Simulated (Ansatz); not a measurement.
**C2H7FSSn: one species, many methods**

The task here is to estimate one member of a computed series from the others.

Program: Ansatz 0.2.0, Gaussian basis. Level of theory: functionals in def2-TZVPP, the program's frozen cores in correlated methods. These are calculated values, not measurements.

The runs, in order: LDA (SPW92), PBE-D4, revPBE-D4, BLYP-D4, r2SCAN-D4, B97M-V, PBE0-D4, B3LYP-D4, r2SCANh-D4, r2SCAN0-D4, HSE06-D4, BHLYP-D4, CAM-B3LYP-D4, LC-ωPBE, ωB97X-V, ωB97M-V, B2PLYP, PBE-QIDH; CCSD(T)/def2-SVP; CCSD(T)/def2-TZVPP; MP2/def2-QZVPP; extrapolation to the limit; RPA on PBE.

1 further run of the same task is left out (for a known fault of the program).

## The geometry

All runs share one geometry, relaxed beforehand with PBE0-D4 in a triple-zeta def2 set. Sn takes the def2 core potential; no spin-orbit term is included.

SMILES `C[S][SnH]([CH3])[F]`, 12 atoms, charge 0, spin multiplicity 1.

Atoms are counted from 1 here; the program's logs count them from 0.

Bond lengths: C1–S2 1.820 Å, C1–H6 1.090 Å, C1–H7 1.090 Å, C1–H8 1.089 Å, S2–Sn3 2.378 Å, Sn3–C4 2.125 Å, Sn3–F5 1.934 Å, Sn3–H9 1.703 Å, C4–H10 1.090 Å, C4–H11 1.089 Å, C4–H12 1.090 Å. Angles: S2–C1–H6 106.3°, S2–C1–H7 111.7°, S2–C1–H8 111.1°, H6–C1–H7 108.6°, H6–C1–H8 108.8°, H7–C1–H8 110.3°, C1–S2–Sn3 99.7°, S2–Sn3–C4 113.5°, S2–Sn3–F5 105.7°, S2–Sn3–H9 109.4°, C4–Sn3–F5 102.4°, C4–Sn3–H9 118.5°, F5–Sn3–H9 105.9°, Sn3–C4–H10 110.2°, Sn3–C4–H11 109.0°, Sn3–C4–H12 109.1°, H10–C4–H11 109.6°, H10–C4–H12 109.7° and more.

Set-up of the first run:

Input file in.yaml:

```yaml
crystal:
  periodic: [false, false, false]
  atoms:
    - {symbol: C, position_ang: [-2.003343, 0.699995, 0.029140]}
    - {symbol: S, position_ang: [-1.203821, 0.450650, -1.586319]}
    - {symbol: Sn, position_ang: [1.049200, 0.170256, -0.879332]}
    - {symbol: C, position_ang: [1.269710, -1.199172, 0.730152]}
    - {symbol: F, position_ang: [1.555164, 1.851366, -0.067478]}
    - {symbol: H, position_ang: [-3.058624, 0.878608, -0.176291]}
    - {symbol: H, position_ang: [-1.917740, -0.183656, 0.661091]}
    - {symbol: H, position_ang: [-1.593554, 1.570212, 0.540047]}
    - {symbol: H, position_ang: [2.052299, -0.009857, -2.243691]}
    - {symbol: H, position_ang: [0.943445, -2.193195, 0.425049]}
    - {symbol: H, position_ang: [0.667262, -0.858343, 1.571488]}
    - {symbol: H, position_ang: [2.316901, -1.231969, 1.030045]}
basis:
  gaussian: {orbitals: def2-TZVPP}
hamiltonian: {xc: lda}
output: {orbitals: {seedname: orbitals}}
```

Launch:

```
$ ansatz run in.yaml --threads 2 --pin off --events-out ev --progress --plain --max-ram 32768MiB --backend cuda --devices 0, --max-vram 18GiB
```

Among the steps run: LDA; PBE-D4 (GGA); revPBE-D4 (GGA); BLYP-D4 (GGA); r2SCAN-D4 (meta-GGA); B97M-V (meta-GGA); B3LYP-D4 (hybrid); r2SCANh-D4 (hybrid); r2SCAN0-D4 (hybrid); HSE06-D4 (hybrid); BHLYP-D4 (hybrid); CAM-B3LYP-D4 (range-separated); LC-ωPBE (range-separated); ωB97X-V (range-separated); ωB97M-V (range-separated); B2PLYP (double hybrid); PBE-QIDH (double hybrid).

One of the session's tables, all rows but one given; the rest of the session is left out.

It belongs to the step «Frontier levels by functional». 

| functional | HOMO (eV) | gap (eV) |
| --- | --- | --- |
| LDA (SPW92) | -5.93 | 4.23 |
| PBE-D4 | -5.82 | 4.37 |
| revPBE-D4 | -5.77 | 4.42 |
| BLYP-D4 | -5.67 | 4.26 |
| r2SCAN-D4 | -6.07 | 4.93 |
| B97M-V | ? | ? |
| PBE0-D4 | -7.04 | 6.53 |
| B3LYP-D4 | -6.80 | 5.98 |
| r2SCANh-D4 | -6.52 | 5.71 |
| r2SCAN0-D4 | -7.21 | 6.88 |
| HSE06-D4 | -6.64 | 5.76 |
| BHLYP-D4 | -8.13 | 8.52 |
| CAM-B3LYP-D4 | -8.36 | 8.81 |
| LC-ωPBE | -9.75 | 11.45 |
| ωB97X-V | -9.39 | 10.94 |
| ωB97M-V | -9.24 | 10.53 |

**Question.** Estimate the row for B97M-V.

**Answer.** HOMO (eV): -6.18; gap (eV): 4.97. In the column «HOMO (eV)» it lies between r2SCANh-D4 (-6.52) and r2SCAN-D4 (-6.07).
